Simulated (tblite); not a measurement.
# C7H12Ge: the cost of one run

The runs use tblite 0.8.0 and PySCF 2.14.0, with density-fitted response routines of our own; the level of theory stands in each step. All values are computed, except where a source is named. Atoms are numbered from 0 throughout.

## Step 1: The starting structure

20 atoms, charge 0, multiplicity 1; geometry from: force field or distance geometry start.

Bonds of the start (Å): C0–C1 1.27, C1–C2 1.57, C2–C3 1.48, C3–C4 1.52, C1–C5 1.47, C5–Ge6 1.94, Ge6–C7 1.97, C7–C0 1.48, C4–C2 1.50, C0–H8 1.13, C2–H9 1.09, C3–H10 1.13, C3–H11 1.09, C4–H12 1.11, C4–H13 1.09, C5–H14 1.12, C5–H15 1.12, Ge6–H16 1.52, Ge6–H17 1.53, C7–H18 1.12, C7–H19 1.09.

## Step 2: Relaxing the molecule with GFN2-xTB

What the job is given:

```
{"job": {"kind": "relax", "xc": "GFN2-xTB", "basis": "xTB"}, "charge": 0, "multiplicity": 1}
C     -0.811900    -1.086200    -0.135700
C     -0.121900    -0.178400     0.414500
C      1.350800    -0.464200     0.863200
C      2.208100    -1.024700    -0.208600
C      2.364900     0.427600     0.213600
C     -0.685300     1.151700     0.681700
Ge    -2.035200     1.204300    -0.714000
C     -2.197300    -0.752000    -0.523800
H     -0.423000    -2.124100    -0.339900
H      1.410900    -0.762100     1.913300
H      3.030200    -1.727600     0.122500
H      1.866600    -1.166200    -1.229600
H      2.026100     1.208000    -0.502400
H      3.340100     0.641800     0.653800
H      0.068800     1.974100     0.548500
H     -1.204500     1.238200     1.669800
H     -1.445500     1.615700    -2.051800
H     -3.319800     1.926000    -0.291600
H     -2.866600    -0.882600     0.359800
H     -2.560800    -1.208700    -1.446500
```

Command:

```sh
> OMP_NUM_THREADS=1 python probes_run.py task.json out
```

This one command runs all jobs of the session in turn.

**Question.** How long does this first job take on 1 thread of Intel Xeon, shared host?

About 1.9 s.
